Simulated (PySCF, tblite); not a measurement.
# C6H15AlSi: geometry, infrared bands and NMR shifts

What infrared bands and NMR shifts should C6H15AlSi (`[CH3][Al]1[CH2]C[C@@H](C[SiH3])[CH2]1`) show?

The runs use tblite 0.8.0 and PySCF 2.14.0, with density-fitted response routines of our own; the level of theory stands in each step. All values are computed, except where a source is named. Atoms are numbered from 0 throughout.

### 1 Starting geometry

23 atoms, charge 0, multiplicity 1; geometry from: force field or distance geometry start.

Bonds of the start (Å): C0–Al1 1.96, Al1–C2 2.03, C2–C3 1.45, C3–C4 1.43, C4–C5 1.53, C5–Si6 1.87, C4–C7 1.48, C7–Al1 2.01, C0–H8 1.10, C0–H9 1.13, C0–H10 1.13, C2–H11 1.09, C2–H12 1.14, C3–H13 1.13, C3–H14 1.12, C4–H15 1.12, C5–H16 1.10, C5–H17 1.13, Si6–H18 1.44, Si6–H19 1.49, Si6–H20 1.49, C7–H21 1.08, C7–H22 1.12.

### 2 Relaxing the molecule with GFN2-xTB

What the job is given:

```
{"job": {"kind": "relax", "xc": "GFN2-xTB", "basis": "xTB"}, "charge": 0, "multiplicity": 1}
C     -3.623200     0.501700    -0.940600
Al    -1.858500    -0.255900    -0.567500
C     -1.232900    -1.235900     1.102200
C     -0.094200    -0.408400     1.469000
C      0.637800     0.294100     0.464600
C      2.028800    -0.338500     0.366500
Si     3.108200     0.480100    -0.917500
C     -0.016300     0.486900    -0.848500
H     -3.666000     1.595400    -1.001500
H     -4.333900     0.171700    -0.124700
H     -4.064600     0.060700    -1.881000
H     -1.092000    -2.281800     0.835300
H     -2.087500    -1.128300     1.855100
H     -0.427000     0.319700     2.262200
H      0.603100    -1.072300     2.042200
H      0.849800     1.323100     0.849000
H      1.959900    -1.434100     0.265300
H      2.508300    -0.099100     1.358700
H      2.445000     0.742100    -2.170900
H      4.249600    -0.439100    -1.178800
H      3.725900     1.707500    -0.336000
H     -0.058300     1.487100    -1.266100
H      0.433500    -0.176700    -1.626900
```

Run with:

```bash
$ OMP_NUM_THREADS=1 python probes_run.py task.json out
```

The driver reads the jobs from task.json and runs them one after another.

**Question.** This job is followed by: GFN2-xTB harmonic vibrations, gas phase; GIAO PBE0/pcSseg-1 NMR shielding, non-relativistic, gas phase. What will the session give for the following? strongest single infrared mode (GFN2-xTB); zero-point energy (GFN2-xTB); ¹³C shifts against TMS (PBE0/pcSseg-1); ¹H shifts against TMS (PBE0/pcSseg-1, means over atoms taken as alike); ²⁷Al shifts against AlH4- (PBE0/pcSseg-1); ²⁹Si shifts against TMS (PBE0/pcSseg-1); surface potential, 1st and 99th percentile.

As calculated:

| quantity | value |
| --- | --- |
| strongest single infrared mode (GFN2-xTB) | 2243 cm⁻¹, 437 km/mol |
| zero-point energy (GFN2-xTB) | 114.6 kcal/mol |
| ¹³C shifts against TMS (PBE0/pcSseg-1) | 40.0, 39.3, 22.5, 21.9, 5.1, -5.2 ppm |
| ¹H shifts against TMS (PBE0/pcSseg-1, means over atoms taken as alike) | 3.86, 2.40, 2.12, 1.64, 0.83, 0.68, 0.56, 0.41, 0.39, 0.20, -0.44 ppm |
| ²⁷Al shifts against AlH4- (PBE0/pcSseg-1) | 248.6 ppm |
| ²⁹Si shifts against TMS (PBE0/pcSseg-1) | -70.2 ppm |
| surface potential, 1st and 99th percentile | -0.30 V and 1.96 V |

**Reading.** The optimisation took 207 steps and gained 1.425 eV; among the close pairs (by a distance rule), C3–C4 changed most, from 1.428 to 1.545 Å. No mode is imaginary among the 63: a minimum at this level. The strongest single mode, at 2243 cm⁻¹, moves mainly H19 and H18. GFN2-xTB is a fitted tight-binding method: band positions and strengths are rough. Its intensities can rank the bands wrongly. At PBE0/pcSseg-1: Shielding is most anisotropic at Al1 (span 141 ppm, paramagnetic term -556 ppm). At PBE0/pcSseg-1, counted by nearest atom on the grid, the HOMO lies on C2, C7 about 25 % each; Al1 16 %, the LUMO on Al1 46 %; H16 12 %.
